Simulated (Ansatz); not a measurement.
# BClH₄OSSi: small, medium and large basis sets

One table from this session's results is given with a row withheld; the runs are named, their logs left out.

Method: one geometry, several basis sets; program: Ansatz 0.2.0, Gaussian basis.

Levels to be run: PBE0-D4/def2-SVP; ωB97M-V/def2-SVP; PBE0-D4/def2-QZVPP; ωB97M-V/def2-QZVPP; the functionals' def2-TZVPP values are taken from earlier runs.

## Structure used throughout

An earlier PBE0-D4 in a triple-zeta def2 set relaxation fixed the geometry.

9 atoms, charge 0, spin multiplicity 1.

Atoms are counted from 1 here; the program's logs count them from 0.

Bond lengths: Si1–O2 1.655 Å, Si1–H6 1.481 Å, Si1–H7 1.480 Å, Si1–H8 1.484 Å, O2–B3 1.340 Å, B3–S4 1.813 Å, B3–Cl5 1.766 Å, S4–H9 1.340 Å. Angles: O2–Si1–H6 108.0°, O2–Si1–H7 107.4°, O2–Si1–H8 110.1°, H6–Si1–H7 110.6°, H6–Si1–H8 110.3°, H7–Si1–H8 110.5°, Si1–O2–B3 138.7°, O2–B3–S4 121.1°, O2–B3–Cl5 118.3°, S4–B3–Cl5 120.6°, B3–S4–H9 95.8°.

Set-up of the first run:

in.yaml

```yaml
crystal:
  periodic: [false, false, false]
  atoms:
    - {symbol: Si, position_ang: [1.119487, 0.250952, 1.194083]}
    - {symbol: O, position_ang: [-0.026256, 0.766130, 0.116188]}
    - {symbol: B, position_ang: [-0.831947, 0.249237, -0.821642]}
    - {symbol: S, position_ang: [-0.852833, -1.531836, -1.161627]}
    - {symbol: Cl, position_ang: [-1.879282, 1.348088, -1.723686]}
    - {symbol: H, position_ang: [2.435889, 0.750157, 0.734990]}
    - {symbol: H, position_ang: [0.775994, 0.827678, 2.513074]}
    - {symbol: H, position_ang: [1.125366, -1.231598, 1.261800]}
    - {symbol: H, position_ang: [-1.777820, -1.475208, -2.130181]}
basis:
  gaussian: {orbitals: def2-SVP}
hamiltonian: {xc: pbe0, dispersion: d4}
output: {orbitals: {seedname: orbitals}}
```

Among the steps run: PBE0-D4 in def2-SVP; ωB97M-V in def2-SVP; PBE0-D4 in def2-QZVPP; ωB97M-V in def2-QZVPP.

One table of the session follows, with a row left open; its other results are not shown here.

It belongs to the step «Functionals by basis». 

```
functional       basis  HOMO (eV)  LUMO (eV)
   PBE0-D4    def2-SVP          ?          ?
   PBE0-D4  def2-TZVPP      -8.00      -0.30
   PBE0-D4  def2-QZVPP      -8.03      -0.43
   ωB97M-V    def2-SVP     -10.00       2.10
   ωB97M-V  def2-TZVPP     -10.19       1.42
   ωB97M-V  def2-QZVPP     -10.22       1.09
```

**Question.** Estimate the row for PBE0-D4, def2-SVP.

As computed: HOMO (eV): -7.86; LUMO (eV): 0.08. In the column «HOMO (eV)» it is the highest.
